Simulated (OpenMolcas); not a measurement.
# Fe³⁺ among point charges: CASSCF and CASPT2 levels and susceptibility, part 2 of 2

How does a field of 6 point charges split the states of Fe³⁺, and what χT follows?

OpenMolcas 26.06; ANO-RCC-VDZP, DKH2, active space 5 electrons in 5 orbitals (3d), orbitals: per spin and parity. Surroundings: 6 point charges of -2 e arranged as a trigonal antiprism (D3d), 1.92 Å from the ion, with a polar angle of 58.6° against the regular 54.74°. Earlier steps stand in the parts before.

## Step 7: CASPT2: IPEA 0.25, imaginary shift 0.1 (closed shells correlated: 3s 3p)

Contents of a.inp:

```
>>> COPY JOB001 $Project.JobIph
&CASPT2
Multistate=1 1
Frozen=2 3
IPEA=0.25
Imaginary=0.1
MaxIter=60
WThr=0.0 0.3 0.05
PrWF=0.5
NoMix
>>> COPY JOB002 $Project.JobIph
&CASPT2
Multistate=24 1 2 3 4 5 6 7 8 9 10 11 12 13 14 15 16 17 18 19 20 21 22
23 24
NoMult
Frozen=2 3
IPEA=0.25
Imaginary=0.1
MaxIter=60
WThr=0.0 0.3 0.05
PrWF=0.5
NoMix
>>> COPY JOB003 $Project.JobIph
&CASPT2
Multistate=75 1 2 3 4 5 6 7 8 9 10 11 12 13 14 15 16 17 18 19 20 21 22
23 24 25 26 27 28 29 30 31 32 33 34 35 36 37 38 39 40 41 42 43 44 45 46
47 48 49 50 51 52 53 54 55 56 57 58 59 60 61 62 63 64 65 66 67 68 69 70
71 72 73 74 75
NoMult
Frozen=2 3
IPEA=0.25
Imaginary=0.1
MaxIter=60
WThr=0.0 0.3 0.05
PrWF=0.5
NoMix
```

What it wrote:

```text
Orbital specifications:
      -----------------------

      Symmetry species                           1   2
                                                ag  au
      Frozen orbitals                            2   3
      Inactive orbitals                          1   3
      Active orbitals                            5   0
      Secondary orbitals                         7  13
      Deleted orbitals                           0   0
      Number of basis functions                 15  19
Type of calculation                        SS-CASPT2
      Fock operator                              state-specific
      IPEA shift                                 0.25
      Real shift                                 0.00
      Imaginary shift                            0.10
      The input orbitals will be transformed to quasi-canonical
Reference energy:       -1279.4039213864
      E2 (Non-variational):      -0.2649379932
      Shift correction:          -0.0000776978
      E2 (Variational):          -0.2650156910
      Total energy:           -1279.6689370774
      Residual norm:              0.0000002318
      Reference weight:           0.96055
      Contributions to the CASPT2 correlation energy
      Active & Virtual Only:         -0.0525736171
      One Inactive Excited:          -0.1363041690
      Two Inactive Excited:          -0.0760602071
::    CASPT2 Root  1     Total energy:  -1279.66893708
Orbital specifications:
      -----------------------

      Symmetry species                           1   2
                                                ag  au
      Frozen orbitals                            2   3
      Inactive orbitals                          1   3
      Active orbitals                            5   0
      Secondary orbitals                         7  13
      Deleted orbitals                           0   0
      Number of basis functions                 15  19
Type of calculation                        SS-CASPT2
      Fock operator                              state-specific
      IPEA shift                                 0.25
      Real shift                                 0.00
      Imaginary shift                            0.10
      The input orbitals will be transformed to quasi-canonical
Reference energy:       -1279.2439962783
      E2 (Non-variational):      -0.2787316040
      Shift correction:          -0.0000939384
      E2 (Variational):          -0.2788255424
      Total energy:           -1279.5228218207
      Residual norm:              0.0000008790
      Reference weight:           0.95719
      Contributions to the CASPT2 correlation energy
      Active & Virtual Only:         -0.0588146604
      One Inactive Excited:          -0.1413545843
      Two Inactive Excited:          -0.0785623593
Reference energy:       -1279.2439962775
      E2 (Non-variational):      -0.2786757756
      Shift correction:          -0.0000936958
      E2 (Variational):          -0.2787694714
      Total energy:           -1279.5227657489
      Residual norm:              0.0000006927
      Reference weight:           0.95719
      Contributions to the CASPT2 correlation energy
      Active & Virtual Only:         -0.0588510010
      One Inactive Excited:          -0.1412584480
      Two Inactive Excited:          -0.0785663267
::    CASPT2 Root  1     Total energy:  -1279.52282182
::    CASPT2 Root  2     Total energy:  -1279.52276575
::    CASPT2 Root  3     Total energy:  -1279.52227771
::    CASPT2 Root  4     Total energy:  -1279.51504192
::    CASPT2 Root  5     Total energy:  -1279.51496737
::    CASPT2 Root  6     Total energy:  -1279.51378101
::    CASPT2 Root  7     Total energy:  -1279.51189980
::    CASPT2 Root  8     Total energy:  -1279.51190535
::    CASPT2 Root  9     Total energy:  -1279.51138666
::    CASPT2 Root 10     Total energy:  -1279.48743516
::    CASPT2 Root 11     Total energy:  -1279.48744862
::    CASPT2 Root 12     Total energy:  -1279.48667925
::    CASPT2 Root 13     Total energy:  -1279.48684572
::    CASPT2 Root 14     Total energy:  -1279.47981522
::    CASPT2 Root 15     Total energy:  -1279.48307408
::    CASPT2 Root 16     Total energy:  -1279.47274679
::    CASPT2 Root 17     Total energy:  -1279.47275643
::    CASPT2 Root 18     Total energy:  -1279.41536324
::    CASPT2 Root 19     Total energy:  -1279.41038962
::    CASPT2 Root 20     Total energy:  -1279.41039116
::    CASPT2 Root 21     Total energy:  -1279.40623886
::    CASPT2 Root 22     Total energy:  -1279.40318109
::    CASPT2 Root 23     Total energy:  -1279.39876796
::    CASPT2 Root 24     Total energy:  -1279.39876163
Orbital specifications:
      -----------------------

      Symmetry species                           1   2
                                                ag  au
      Frozen orbitals                            2   3
      Inactive orbitals                          1   3
      Active orbitals                            5   0
      Secondary orbitals                         7  13
      Deleted orbitals                           0   0
      Number of basis functions                 15  19
Type of calculation                        SS-CASPT2
      Fock operator                              state-specific
      IPEA shift                                 0.25
      Real shift                                 0.00
      Imaginary shift                            0.10
      The input orbitals will be transformed to quasi-canonical
Reference energy:       -1279.1743452595
      E2 (Non-variational):      -0.2785530758
      Shift correction:          -0.0001022078
      E2 (Variational):          -0.2786552836
      Total energy:           -1279.4530005431
      Residual norm:              0.0000002380
      Reference weight:           0.95699
      Contributions to the CASPT2 correlation energy
      Active & Virtual Only:         -0.0575272737
      One Inactive Excited:          -0.1480212473
      Two Inactive Excited:          -0.0730045548
Reference energy:       -1279.1743342424
      E2 (Non-variational):      -0.2788871769
      Shift correction:          -0.0001011920
      E2 (Variational):          -0.2789883689
      Total energy:           -1279.4533226113
      Residual norm:              0.0000005661
      Reference weight:           0.95681
      Contributions to the CASPT2 correlation energy
      Active & Virtual Only:         -0.0578387542
      One Inactive Excited:          -0.1480605130
      Two Inactive Excited:          -0.0729879098
::    CASPT2 Root  1     Total energy:  -1279.45300054
::    CASPT2 Root  2     Total energy:  -1279.45332261
::    CASPT2 Root  3     Total energy:  -1279.45344247
::    CASPT2 Root  4     Total energy:  -1279.44952902
::    CASPT2 Root  5     Total energy:  -1279.44690295
::    CASPT2 Root  6     Total energy:  -1279.44703766
::    CASPT2 Root  7     Total energy:  -1279.44562559
::    CASPT2 Root  8     Total energy:  -1279.44570180
::    CASPT2 Root  9     Total energy:  -1279.44534381
::    CASPT2 Root 10     Total energy:  -1279.44405896
::    CASPT2 Root 11     Total energy:  -1279.44221512
::    CASPT2 Root 12     Total energy:  -1279.44218008
::    CASPT2 Root 13     Total energy:  -1279.43816943
::    CASPT2 Root 14     Total energy:  -1279.43675363
::    CASPT2 Root 15     Total energy:  -1279.43516163
::    CASPT2 Root 16     Total energy:  -1279.43509093
::    CASPT2 Root 17     Total energy:  -1279.43063199
::    CASPT2 Root 18     Total energy:  -1279.43070796
::    CASPT2 Root 19     Total energy:  -1279.42327435
::    CASPT2 Root 20     Total energy:  -1279.41954526
::    CASPT2 Root 21     Total energy:  -1279.41957490
::    CASPT2 Root 22     Total energy:  -1279.41061197
::    CASPT2 Root 23     Total energy:  -1279.41457841
::    CASPT2 Root 24     Total energy:  -1279.41040875
::    CASPT2 Root 25     Total energy:  -1279.41049878
::    CASPT2 Root 26     Total energy:  -1279.40147237
::    CASPT2 Root 27     Total energy:  -1279.40137570
::    CASPT2 Root 28     Total energy:  -1279.40094554
::    CASPT2 Root 29     Total energy:  -1279.39474381
::    CASPT2 Root 30     Total energy:  -1279.39471310
```

This run took 7.5 s in all on 1 thread of Arm Neoverse V1, shared host.

SS-CASPT2: lowest energy less the reference's lowest, -0.2650 hartree; reference weights 0.949 to 0.961.

Spin-free states, with their symmetry labels:

```tsv
state	degeneracy	E (cm-1)	free-ion L (%)
6A1	1	0	S (100)
4E	2	32075	G (79)
4A2	1	32188	G (80)
4E	2	33784	G (98)
4A1	1	34053	G (99)
4E	2	34465	G (98)
4A1	1	34578	G (100)
4E	2	39834	P (58)
4E	2	39983	D (94)
4A1	1	40792	D (96)
4A2	1	41507	P (80)
4E	2	43058	D (74)
2E	2	47309	I (75)
2A1	1	47393	I (76)
2A2	1	48155	I (86)
2E	2	48716	I (89)
2E	2	49003	I (91)
2A2	1	49073	I (90)
2A1	1	49355	I (93)
2E	2	49764	I (97)
2A1	1	50648	I (100)
2A1	1	50958	D (55)
2E	2	51316	D (52)
2E	2	52294	D (77)
```

With spin-orbit coupling:

| E (cm-1) | Degeneracy | Label | 2S+1 | g |
| --- | --- | --- | --- | --- |
| 0 | 2 | E1/2 | 6 | 2.00 6.01 6.01 |
| 0 | 2 | E3/2 | 6 | 0.00 0.00 6.01 |
| 0 | 2 | E1/2 | 6 | 0.00 0.00 10.01 |
| 32020 | 2 | E1/2 | 4 | 1.06 1.06 3.80 |
| 32040 | 2 | E3/2 | 4 | 0.00 0.00 2.23 |
| 32050 | 2 | E1/2 | 4 | 1.92 2.64 2.64 |
| 32080 | 2 | E1/2 | 4 | 2.99 2.99 3.63 |
| 32180 | 2 | E3/2 | 4 | 0.00 0.00 5.60 |
| 32210 | 2 | E1/2 | 4 | 2.01 3.24 3.24 |
| 33690 | 2 | E1/2 | 4 | 1.33 1.33 2.32 |
| 33750 | 2 | E1/2 | 4 | 1.57 2.32 2.32 |
| 33800 | 2 | E3/2 | 4 | 0.00 0.00 5.53 |
| 33870 | 2 | E1/2 | 4 | 0.00 0.00 9.58 |
| 34060 | 2 | E1/2 | 4 | 1.96 5.13 5.13 |
| 34060 | 2 | E3/2 | 4 | 0.00 0.00 5.91 |
| 34440 | 2 | E1/2 | 4 | 0.00 0.00 8.43 |
| 34460 | 2 | E3/2 | 4 | 0.00 0.00 4.51 |
| 34470 | 2 | E1/2 | 4 | 1.09 2.93 2.93 |
| 34490 | 2 | E1/2 | 4 | 2.82 2.82 3.09 |
| 34570 | 2 | E3/2 | 4 | 0.00 0.00 6.19 |
| 34580 | 2 | E1/2 | 4 | 2.09 3.89 3.89 |
| 39290 | 2 | E1/2 | 4 | 0.46 0.46 0.97 |
| 39380 | 2 | E3/2 | 4 | 0.00 0.00 2.95 |
| 39430 | 2 | E1/2 | 4 | 0.10 0.10 3.92 |

Powder χT (cm³ K/mol): 4.38 at 2 K, 4.39 at 5 K, 4.39 at 10 K, 4.39 at 20 K, 4.39 at 50 K, 4.39 at 100 K, 4.39 at 150 K, 4.39 at 200 K, 4.39 at 250 K, 4.39 at 300 K.

## Step 8: The methods side by side

A. CASSCF
B. SS-CASPT2, IPEA 0.25, imaginary shift 0.1 (closed shells correlated: 3s 3p)

```tsv
method	ground state	first gap with spin-orbit (cm-1)	χT at 300 K
A	6A1	0.1	4.39
B	6A1	0.1	4.39
```

## Step 9: What came out

What follows sums up all 2 parts.

| quantity | value |
| --- | --- |
| method | SS-CASPT2, IPEA 0.25, imaginary shift 0.1 (closed shells correlated: 3s 3p) |
| spin-free ground state | 6A1, 1-fold in its orbital part |
| lowest level | 2-fold E1/2, g = 2.00, 6.01, 6.01 |
| next level | 0.1 cm⁻¹ |
| χT at 300 K | 4.39 cm³ K/mol |
| effective moment at 300 K | 5.92 μB |

Cost by method:

```tsv
method	time of its own steps	time with the reference
A. CASSCF	25 s	25 s
B. SS-CASPT2, IPEA 0.25, imaginary shift 0.1, +3s 3p	7.5 s	32 s
```

Times are of one thread on a shared host.

The spin-free ground state (6A1) comes to 100 % from free-ion S terms and keeps the highest spin of the shell. χT at 300 K is 4.39, against 4.39 cm³ K/mol for the spin alone, as a half-filled shell (L = 0) has no orbital moment. An active space of the d shell alone favours high spin; real ions in strong fields can be low spin. CASPT2 does not keep the components of a term degenerate, and the means are used. The field of point charges can differ much from that of real complexes. With metal d orbitals alone active, the gaps between spin states are rough; where two lie within a few thousand cm-1, their order is open. This is an electrostatic model: the charges have no orbitals.
